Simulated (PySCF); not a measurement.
# Cl2H2O2Si: fields and orbitals

For Cl2H2O2Si, the scripts below analyse its density (charges, bond critical points, surface potential), see where an electron leaves and enters and measure its response to a uniform field.

Method: levels as typed in each script, gas phase, geometry from GFN2-xTB; program: PySCF 2.14.0.

## (1) Where the work starts

SMILES `O[Si](O)(Cl)Cl`, 7 atoms, charge 0, spin multiplicity 1.

Bond lengths: O1–Si2 1.610 Å, O1–H6 0.955 Å, Si2–O3 1.622 Å, Si2–Cl4 1.997 Å, Si2–Cl5 2.019 Å, O3–H7 0.954 Å. Angles: Si2–O1–H6 122.2°, O1–Si2–O3 107.1°, O1–Si2–Cl4 105.9°, O1–Si2–Cl5 111.1°, O3–Si2–Cl4 112.4°, O3–Si2–Cl5 109.4°, Cl4–Si2–Cl5 110.9°, Si2–O3–H7 123.0°.

Geometry (Å):

```xyz
7
charge 0, multiplicity 1
O     0.11191    1.22736   -1.32438
Si    0.00808    0.31707    0.00000
O    -0.06176    1.32655    1.26734
Cl    1.65453   -0.81294    0.01858
Cl   -1.65401   -0.82944   -0.03504
H    -0.39934    2.02611   -1.43371
H    -0.12384    1.02399    2.16992
```

## (2) Density, bond paths and surface potential (wB97X/def2-tzvp)

input.py reads:

```python
import numpy as np
from pyscf import gto, scf, dft
from pyscf.scf import atom_ks, atom_hf
from scipy.linalg import block_diag

def solve(mol, dm0=None, hcore=None):
    mf = (dft.UKS if mol.spin else dft.RKS)(mol, xc='wb97x')
    mf.grids.level = 3
    mf = mf.density_fit(auxbasis='def2-universal-jkfit')
    mf.conv_tol, mf.max_cycle = 1e-8, 80
    if hcore is not None:
        mf.get_hcore = lambda *args: hcore
    mf.kernel(dm0)
    if not mf.converged:
        mf = mf.newton().run(mf.mo_coeff, mf.mo_occ, max_cycle=30)
    assert mf.converged, 'SCF not converged'
    return mf

mol = gto.M(atom='''
O      0.11191     1.22736    -1.32438
Si     0.00808     0.31707     0.00000
O     -0.06176     1.32655     1.26734
Cl     1.65453    -0.81294     0.01858
Cl    -1.65401    -0.82944    -0.03504
H     -0.39934     2.02611    -1.43371
H     -0.12384     1.02399     2.16992
''', basis='def2-tzvp', charge=0, spin=0, verbose=4)
mf = solve(mol)
mf.analyze()
# spherically averaged free atoms, for the promolecule
atm = atom_ks.get_atm_nrks(mol, xc='wb97x')
pro = block_diag(*[(atm[a[0]][2] * atm[a[0]][3]) @ atm[a[0]][2].T for a in mol._atom])
np.savez('result.npz', e=mf.e_tot, c=mf.mo_coeff, occ=mf.mo_occ, eps=mf.mo_energy, pro=pro, dip=mf.dip_moment(verbose=0), s2=mf.spin_square()[0])
```

Launch:

```bash
$ OMP_NUM_THREADS=1 python input.py
```

## (4) Removing and adding an electron (wB97X/def2-tzvp)

input.py reads:

```python
import numpy as np
from pyscf import gto, scf, dft
from pyscf.scf import atom_ks, atom_hf
from scipy.linalg import block_diag

def solve(mol, dm0=None, hcore=None):
    mf = (dft.UKS if mol.spin else dft.RKS)(mol, xc='wb97x')
    mf.grids.level = 3
    mf = mf.density_fit(auxbasis='def2-universal-jkfit')
    mf.conv_tol, mf.max_cycle = 1e-8, 80
    if hcore is not None:
        mf.get_hcore = lambda *args: hcore
    mf.kernel(dm0)
    if not mf.converged:
        mf = mf.newton().run(mf.mo_coeff, mf.mo_occ, max_cycle=30)
    assert mf.converged, 'SCF not converged'
    return mf

mol = gto.M(atom='''
O      0.11191     1.22736    -1.32438
Si     0.00808     0.31707     0.00000
O     -0.06176     1.32655     1.26734
Cl     1.65453    -0.81294     0.01858
Cl    -1.65401    -0.82944    -0.03504
H     -0.39934     2.02611    -1.43371
H     -0.12384     1.02399     2.16992
''', basis='def2-tzvp', charge=0, spin=0, verbose=4)
mf = solve(mol)
out = dict(e0=mf.e_tot, dm0=mf.make_rdm1(), c=mf.mo_coeff, occ=mf.mo_occ, eps=mf.mo_energy)
for name, dq, spin in [('cation', 1, 1)]:
    ion = mol.copy().set(charge=mol.charge + dq, spin=spin).build()
    mi = solve(ion)
    if spin and dq > 0 and mol.nao < 130:
        c, _, stable, _ = mi.stability(return_status=True)
        if not stable:
            mi = solve(ion, mi.make_rdm1(c, mi.mo_occ))
    print(name, 'vertical energy change / eV', (mi.e_tot - mf.e_tot) * 27.211386)
    out.update({'e_' + name: mi.e_tot, 'dm_' + name: mi.make_rdm1(), 's2_' + name: mi.spin_square()[0], 'eps_' + name: mi.mo_energy, 'occ_' + name: mi.mo_occ})
# spherically averaged free atoms, for the promolecule
atm = atom_ks.get_atm_nrks(mol, xc='wb97x')
pro = block_diag(*[(atm[a[0]][2] * atm[a[0]][3]) @ atm[a[0]][2].T for a in mol._atom])
np.savez('result.npz', pro=pro, **out)
```

## (6) Response to an electric field (wB97X/def2-tzvp)

input.py reads:

```python
import numpy as np
from pyscf import gto, scf, dft
from pyscf.scf import atom_ks, atom_hf
from scipy.linalg import block_diag

def solve(mol, dm0=None, hcore=None):
    mf = (dft.UKS if mol.spin else dft.RKS)(mol, xc='wb97x')
    mf.grids.level = 3
    mf = mf.density_fit(auxbasis='def2-universal-jkfit')
    mf.conv_tol, mf.max_cycle = 1e-8, 80
    if hcore is not None:
        mf.get_hcore = lambda *args: hcore
    mf.kernel(dm0)
    if not mf.converged:
        mf = mf.newton().run(mf.mo_coeff, mf.mo_occ, max_cycle=30)
    assert mf.converged, 'SCF not converged'
    return mf

mol = gto.M(atom='''
O      0.11191     1.22736    -1.32438
Si     0.00808     0.31707     0.00000
O     -0.06176     1.32655     1.26734
Cl     1.65453    -0.81294     0.01858
Cl    -1.65401    -0.82944    -0.03504
H     -0.39934     2.02611    -1.43371
H     -0.12384     1.02399     2.16992
''', basis='def2-tzvp', charge=0, spin=0, verbose=4)
field = np.array([0.004, 0.0, 0.0])  # atomic units
mol.set_common_orig(mol.atom_charges() @ mol.atom_coords() / mol.atom_charges().sum())
mf = solve(mol)
out = dict(dm0=mf.make_rdm1(), d0=mf.dip_moment(unit='AU'), e0=mf.e_tot)
for name, sign in (('p', 1), ('m', -1)):
    h = mf.get_hcore() + sign * np.einsum('x,xij->ij', field, mol.intor('int1e_r'))
    mi = solve(mol, mf.make_rdm1(), h)
    out.update({'dm' + name: mi.make_rdm1(), 'd' + name: mi.dip_moment(unit='AU'), 'e' + name: mi.e_tot})
# spherically averaged free atoms, for the promolecule
atm = atom_ks.get_atm_nrks(mol, xc='wb97x')
pro = block_diag(*[(atm[a[0]][2] * atm[a[0]][3]) @ atm[a[0]][2].T for a in mol._atom])
np.savez('result.npz', pro=pro, **out)
```

(Steps that only read results are left out.)

Before running it: what results should come out? Wanted: dipole moment; HOMO, LUMO; vertical ionisation energy; polarisability along the field.

The runs gave:

| quantity | value |
| --- | --- |
| dipole moment (wB97X/def2-tzvp) | 1.95 D |
| HOMO, LUMO (wB97X/def2-tzvp) | -11.63, 2.55 eV |
| vertical ionisation energy (wB97X/def2-tzvp) | 11.81 eV |
| polarisability along the field (wB97X/def2-tzvp) | 55.9 bohr³ |

What this shows: At wB97X/def2-tzvp: The highest Hirshfeld charge is on Si2 (+0.45 e), the lowest on O3 (−0.32 e). The ionisation energy from two SCF runs, 11.81 eV, lies 0.2 eV above −ε(HOMO) = 11.63 eV of the same level, wB97X/def2-tzvp. All values hold at the given geometry, in the gas phase.
